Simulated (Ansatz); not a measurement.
# C2H5GeSi: the cost of one run

Computed with Ansatz 0.2.0, Gaussian basis. Level: UKS PBE-D4/def2-SVP.

The runs, in order: relaxation at PBE-D4/def2-SVP; relaxation at PBE0-D4/def2-TZVP; harmonic vibrations at the same level.

1 further run of the same task is left out (set aside as unsound or not needed). Runs told in other sessions of the task aren't counted.

## 1. Starting geometry

SMILES `[SiH2]C#[C][GeH3]`, 9 atoms, charge 0, spin multiplicity 2.

Atoms are counted from 1 here; the program's logs count them from 0.

Bond lengths: Si1–C2 1.773 Å, Si1–H5 1.519 Å, Si1–H6 1.524 Å, C2–C3 1.195 Å, C3–Ge4 1.895 Å, Ge4–H7 1.510 Å, Ge4–H8 1.571 Å, Ge4–H9 1.612 Å. Angles: C2–Si1–H5 109.8°, C2–Si1–H6 110.1°, H5–Si1–H6 105.7°, Si1–C2–C3 179.2°, C2–C3–Ge4 175.3°, C3–Ge4–H7 113.4°, C3–Ge4–H8 106.2°, C3–Ge4–H9 108.7°, H7–Ge4–H8 109.8°, H7–Ge4–H9 111.2°, H8–Ge4–H9 107.3°.

The start is a force-field geometry with small random shifts, so a cheaper pass at PBE-D4/def2-SVP comes first.

## 2. Geometry optimisation, PBE-D4/def2-SVP (cheap first pass)

Input file in.yaml:

```yaml
crystal:
  periodic: [false, false, false]
  atoms:
    - {symbol: Si, position_ang: [0.157000, 2.317200, -1.459400]}
    - {symbol: C, position_ang: [0.128400, 0.806700, -0.531700]}
    - {symbol: C, position_ang: [0.114600, -0.219500, 0.079500]}
    - {symbol: Ge, position_ang: [0.245300, -1.829600, 1.070700]}
    - {symbol: H, position_ang: [-0.799300, 2.217400, -2.635700]}
    - {symbol: H, position_ang: [-0.359700, 3.468000, -0.603600]}
    - {symbol: H, position_ang: [1.615300, -2.461700, 1.008900]}
    - {symbol: H, position_ang: [-0.820400, -2.809000, 0.459700]}
    - {symbol: H, position_ang: [-0.192700, -1.535800, 2.594500]}
basis:
  gaussian: {orbitals: def2-SVP}
magnetization: {spin_polarized: true, initial_magnetization: 1}
hamiltonian: {xc: pbe, dispersion: d4}
relax: {f_tol: 0.03, max_steps: 200}
```

On the command line:

```bash
ansatz run in.yaml --threads 4 --pin off --events-out ev --progress --plain --max-ram 10444MiB
```

What time and memory should one allow on 4 threads of Intel Xeon Platinum 8488C, shared host?

About 6 s, with a peak of 0.25 GiB.
